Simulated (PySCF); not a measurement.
# F4Pb (Pb(F)4): the cost of one run

The runs use PySCF 2.14.0; r2SCAN, Pb def2-SVP with ECP60, F def2-SVP; scalar-relativistic core potentials, no spin–orbit coupling.

4 further runs of the same task are left out: 2 for a known fault of the program, 2 that didn't finish.

**1. The system as given**

5 atoms, charge 0, spin multiplicity 1.

Bond lengths: Pb1–F2 1.858 Å, Pb1–F3 1.858 Å, Pb1–F4 1.858 Å, Pb1–F5 1.858 Å. Angles: F2–Pb1–F3 90.0°, F2–Pb1–F4 180.0°, F2–Pb1–F5 90.0°, F3–Pb1–F4 90.0°, F3–Pb1–F5 180.0°, F4–Pb1–F5 90.0°.

Coordinates:

```xyz
5
F4Pb
Pb    0.00000    0.00000    0.00000
F     1.85760    0.00000    0.00000
F     0.00000    1.85760    0.00000
F    -1.85760    0.00000    0.00000
F     0.00000   -1.85760    0.00000
```

Formal oxidation states: Pb +4.

**2. SCF at the start, singlet**

The input, run.py (the lines that set the calculation):

```python
mol = gto.M(atom='''
Pb     0.00000     0.00000     0.00000
F      1.85760     0.00000     0.00000
F      0.00000     1.85760     0.00000
F     -1.85760     0.00000     0.00000
F      0.00000    -1.85760     0.00000''',
    basis={'Pb': 'def2-SVP', 'F': 'def2-SVP'},
    ecp={'Pb': 'def2-SVP'},
    charge=0, spin=0)
mf = dft.RKS(mol, xc='R2SCAN')
mf.grids.atom_grid = (50, 194)
mf = mf.density_fit()  # fitting sets: Pb def2-universal-JKFIT, F def2-universal-JKFIT
mf.conv_tol = 1e-08; mf.max_cycle = 55
mf.kernel(dm0)  # dm0: free metal ions and neutral atoms
```

Run with:

```console
> OMP_NUM_THREADS=2 python run.py
```

**Question.** How long does this run take on 2 threads of Arm Neoverse V2, shared host, and how much memory does it need?

About 1.8 s, with a peak of 0.38 GiB.
